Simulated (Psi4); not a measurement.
**UBLYP/def2-SVP run of CH2F3Si (SMILES [CH2][Si](F)(F)F)**

Aim: the energy change on altering one bond length of CH2F3Si at UBLYP/def2-SVP, from 2 runs. 

The calculation is run with Psi4 1.11.

### Step 1. The system as given

CH2F3Si: 7 atoms, total charge 0, spin state doublet. As SMILES, `[CH2][Si](F)(F)F`. The shape is that of a PBE0-D4/def2-TZVP optimisation.

Bond lengths: C1–Si2 1.812 Å, Si2–F3 1.577 Å, Si2–F4 1.578 Å, Si2–F5 1.577 Å, C1–H6 1.084 Å, C1–H7 1.084 Å. Angles: C1–Si2–F3 111.1°, C1–Si2–F4 112.7°, C1–Si2–F5 111.2°, F3–Si2–F4 106.8°, F3–Si2–F5 108.2°, F4–Si2–F5 106.7°, Si2–C1–H6 122.2°, Si2–C1–H7 122.2°, H6–C1–H7 115.6°.

### Step 2. Energy and forces at UBLYP/def2-SVP

job.json reads:

```json
{
 "schema_name": "qcschema_input",
 "schema_version": 1,
 "molecule": {
  "schema_name": "qcschema_molecule",
  "schema_version": 2,
  "symbols": ["C", "Si", "F", "F", "F", "H", "H"],
  "geometry": [-1.30731253, 0.75910298, 1.4428059, 0.8369597, -0.49302955, -0.91368258, 0.01776343, 0.33731611, -3.65510827, 0.93617032, -3.47331662, -0.90914724, 3.62241601, 0.45599091, -0.4471092, -3.27130489, 1.16444924, 1.0246095, -0.71885182, 1.12079656, 3.37146038],
  "molecular_charge": 0,
  "molecular_multiplicity": 2,
  "fix_symmetry": "c1"
 },
 "driver": "gradient",
 "model": {
  "method": "blyp",
  "basis": "def2-SVP"
 },
 "keywords": {
  "reference": "uks",
  "puream": true,
  "e_convergence": 1e-09,
  "d_convergence": 1e-08,
  "scf_type": "pk",
  "dft_radial_points": 99,
  "dft_spherical_points": 590,
  "maxiter": 100
 }
}
```

Command:

```
$ psi4 --qcschema job.json -n 1 --memory 1600MB
```

stdout:

```text
[...]
  Running in c1 symmetry.
[...]
  Nuclear repulsion =  252.903389428086939
[...]
  Multiplicity = 2
[...]
  Nalpha       = 25
  Nbeta        = 24
[...]
    Number of basis functions: 84
[...]
   @UKS iter   1:  -627.77526426476595   -2.02234e-01   9.67602e-03 ADIIS/DIIS
[...]
   @UKS iter  13:  -628.05245694425935   -2.27374e-13   2.51391e-09 DIIS
[...]
   @S^2 Observed:                7.525203190E-01
[...]
    Orbital Energies [Eh]
    ---------------------
    Alpha Occupied:
       1A    -65.574926     2A    -24.295790     3A    -24.295711
       4A    -24.295137     5A     -9.960988     6A     -5.154225
       7A     -3.578295     8A     -3.578001     9A     -3.574105
      10A     -1.092404    11A     -1.063389    12A     -1.062233
      13A     -0.637587    14A     -0.503105    15A     -0.442113
      16A     -0.439180    17A     -0.422956    18A     -0.401387
      19A     -0.386724    20A     -0.386709    21A     -0.364614
      22A     -0.359190    23A     -0.346874    24A     -0.337862
      25A     -0.230758
    Alpha Virtual:
[...]
  @UKS Final Energy:  -628.05245694425935
   => Energetics <=
    Nuclear Repulsion Energy =            252.9033894280869390
    One-Electron Energy =               -1374.6941975945765080
    Two-Electron Energy =                 552.3137426900661922
    DFT Exchange-Correlation Energy =     -58.5753914678359848
    Empirical Dispersion Energy =           0.0000000000000000
    VV10 Nonlocal Energy =                  0.0000000000000000
    Total Energy =                       -628.0524569442593474
[...]
 Multipole Moments:
 ------------------------------------------------------------------------------------
     Multipole            Electronic (a.u.)      Nuclear  (a.u.)        Total (a.u.)
 ------------------------------------------------------------------------------------
 L = 1.  Multiply by 2.5417464519 to convert [e a0] to [Debye]
 Dipole X            :          3.2720438           -3.8020410           -0.5299972
 Dipole Y            :         -1.9022012            2.1999371            0.2977359
 Dipole Z            :         -3.5949211            4.1778927            0.5829716
 Magnitude           :                                                    0.8422586
[...]
  -Total Gradient:
     Atom            X                  Y                   Z
    ------   -----------------  -----------------  -----------------
       1       -0.001839368040     0.000858199446     0.001962516910
       2        0.016889971421    -0.010297915444    -0.018435758599
       3        0.010084687762    -0.009979589252     0.032520256397
       4       -0.000866305217     0.035601842947    -0.000386415574
       5       -0.033080360667    -0.011419417504    -0.005897187440
       6        0.011882637069    -0.002543148180     0.002001023415
       7       -0.003027513649    -0.002295844134    -0.011712979305
[...]
```

The result, in JSON:

```text
{
 "driver": "gradient",
 "model": {
  "method": "blyp",
  "basis": "def2-SVP"
 },
 "success": true,
 "return_result": [-0.0018393680397774392, 0.0008581994458626181, 0.0019625169099302953, 0.01688997142066713, -0.010297915443894717, -0.01843575859858783, 0.01008468776183545, -0.00997958925230355, 0.032520256396865455, -0.000866305216858659, 0.03560184294697316, -0.00038641557442352955, -0.033080360667101294, -0.011419417504309012, -0.005897187439840655, 0.011882637068989343, -0.002543148180346101, 0.0020010234153030187, -0.0030275136490221094, -0.002295844133522046, -0.011712979305426086],
 "properties": {
  "calcinfo_nbasis": 84,
  "calcinfo_nmo": 84,
  "calcinfo_nalpha": 25,
  "calcinfo_nbeta": 24,
  "calcinfo_natom": 7,
  "nuclear_repulsion_energy": 252.90338942808694,
  "return_energy": -628.0524569442593,
  "return_gradient": [-0.0018393680397774392, 0.0008581994458626181, 0.0019625169099302953, 0.01688997142066713, -0.010297915443894717, -0.01843575859858783, 0.01008468776183545, -0.00997958925230355, 0.032520256396865455, -0.000866305216858659, 0.03560184294697316, -0.00038641557442352955, -0.033080360667101294, -0.011419417504309012, -0.005897187439840655, 0.011882637068989343, -0.002543148180346101, 0.0020010234153030187, -0.0030275136490221094, -0.002295844133522046, -0.011712979305426086],
  "scf_one_electron_energy": -1374.6941975945765,
  "scf_two_electron_energy": 552.3137426900662,
  "scf_xc_energy": -58.575391467835985,
  "scf_dipole_moment": [-0.5299971962045582, 0.29773593489902117, 0.5829715771119934],
  "scf_total_energy": -628.0524569442593,
  "scf_total_gradient": [-0.0018393680397774392, 0.0008581994458626181, 0.0019625169099302953, 0.01688997142066713, -0.010297915443894717, -0.01843575859858783, 0.01008468776183545, -0.00997958925230355, 0.032520256396865455, -0.000866305216858659, 0.03560184294697316, -0.00038641557442352955, -0.033080360667101294, -0.011419417504309012, -0.005897187439840655, 0.011882637068989343, -0.002543148180346101, 0.0020010234153030187, -0.0030275136490221094, -0.002295844133522046, -0.011712979305426086],
  "scf_iterations": 13
 }
}
```

It took 20 s on 1 thread of Intel Xeon Platinum 8559C (Emerald Rapids), shared host; peak memory 1 GiB.

### Step 3. The distorted shape, same level

calc.dat reads:

```
memory 1.6 GB

molecule m {
  0 2
  C     -1.48384886     0.65059680     0.86421522
  Si     0.66042338    -0.60153573    -1.49227326
  F     -0.15877290     0.22880993    -4.23369895
  F      0.75963400    -3.58182280    -1.48773791
  F      3.44587968     0.34748473    -1.02569988
  H     -3.44784122     1.05594305     0.44601883
  H     -0.71885182     1.12079656     3.37146038
  units au
  symmetry c1
  no_reorient
  no_com
}

set reference uks
set puream true
set e_convergence 1e-09
set d_convergence 1e-08
set scf_type pk
set dft_radial_points 99
set dft_spherical_points 590
set maxiter 100

energy_value, wavefunction = gradient("blyp/def2-SVP", return_wfn=True)
oeprop(wavefunction, "MAYER_INDICES", "LOWDIN_CHARGES", "WIBERG_LOWDIN_INDICES")
print_variables()
```

Command:

```
$ psi4 -i calc.dat -o calc.out -n 1
```

calc.out (excerpt; [...] marks lines left out):

```text
[...]
  Running in c1 symmetry.
[...]
  Nuclear repulsion =  251.663441711136869
[...]
  Multiplicity = 2
[...]
  Nalpha       = 25
  Nbeta        = 24
[...]
    Number of basis functions: 84
[...]
   @UKS iter   1:  -627.73623463948377   -2.35253e-01   9.66354e-03 DIIS/ADIIS
[...]
   @UKS iter  15:  -628.01911634326905   -3.41061e-13   1.78788e-09 DIIS
[...]
   @S^2 Observed:                7.540518145E-01
[...]
  @UKS Final Energy:  -628.01911634326905
   => Energetics <=
    Nuclear Repulsion Energy =            251.6634417111368691
    One-Electron Energy =               -1372.2247940310876402
    Two-Electron Energy =                 551.0297731029564829
    DFT Exchange-Correlation Energy =     -58.4875371262747024
    Empirical Dispersion Energy =           0.0000000000000000
    VV10 Nonlocal Energy =                  0.0000000000000000
    Total Energy =                       -628.0191163432690473
[...]
 Multipole Moments:
 ------------------------------------------------------------------------------------
     Multipole            Electronic (a.u.)      Nuclear  (a.u.)        Total (a.u.)
 ------------------------------------------------------------------------------------
 L = 1.  Multiply by 2.5417464519 to convert [e a0] to [Debye]
 Dipole X            :        -33.1319096           32.5968081           -0.5351015
 Dipole Y            :         29.6809788          -29.3909331            0.2900458
 Dipole Z            :         73.1591431          -72.6132858            0.5458573
 Magnitude           :                                                    0.8175698
[...]
  -Total Gradient:
     Atom            X                  Y                   Z
    ------   -----------------  -----------------  -----------------
       1       -0.028826205801    -0.015227339120    -0.083896558746
       2        0.012682233282    -0.009711859203    -0.021432237025
       3        0.010682665417    -0.010187204070     0.031968136865
       4       -0.000499126330     0.035234963075    -0.000343481777
       5       -0.032564296456    -0.011219763830    -0.005397910007
       6        0.012726809070    -0.004104783660    -0.002901205589
       7        0.025777063749     0.015346025107     0.081922559956
[...]
```

Run time: 25 s. Hardware: 1 thread of Intel Xeon Platinum 8559C (Emerald Rapids), shared host; peak memory 1 GiB.

### Step 4. Outcome

At UBLYP/def2-SVP:

```
                                                         quantity          value
                                        first shape: total energy  -628.05246 Eh
                                       first shape: dipole moment         2.14 D
                  first shape: HOMO energy (highest over α and β)       -6.28 eV
                   first shape: LUMO energy (lowest over α and β)       -4.21 eV
                                                first shape: ⟨S²⟩          0.753
                            first shape: largest force on an atom     1.831 eV/Å
                                    distorted shape: total energy  -628.01912 Eh
                                   distorted shape: dipole moment         2.08 D
              distorted shape: HOMO energy (highest over α and β)       -6.29 eV
               distorted shape: LUMO energy (lowest over α and β)       -4.18 eV
                                            distorted shape: ⟨S²⟩          0.754
                        distorted shape: largest force on an atom     4.628 eV/Å
energy change with the C1–H7 bond stretched from 1.084 to 1.409 Å       0.907 eV
```

With the C1–H7 bond stretched from 1.084 to 1.409 Å the energy rises by 0.91 eV (87.5 kJ/mol). The first shape isn't relaxed at this level, so the change isn't measured from a minimum. The largest force (first shape) is 1.83 eV/Å: the shape isn't a stationary point for this species at this level.
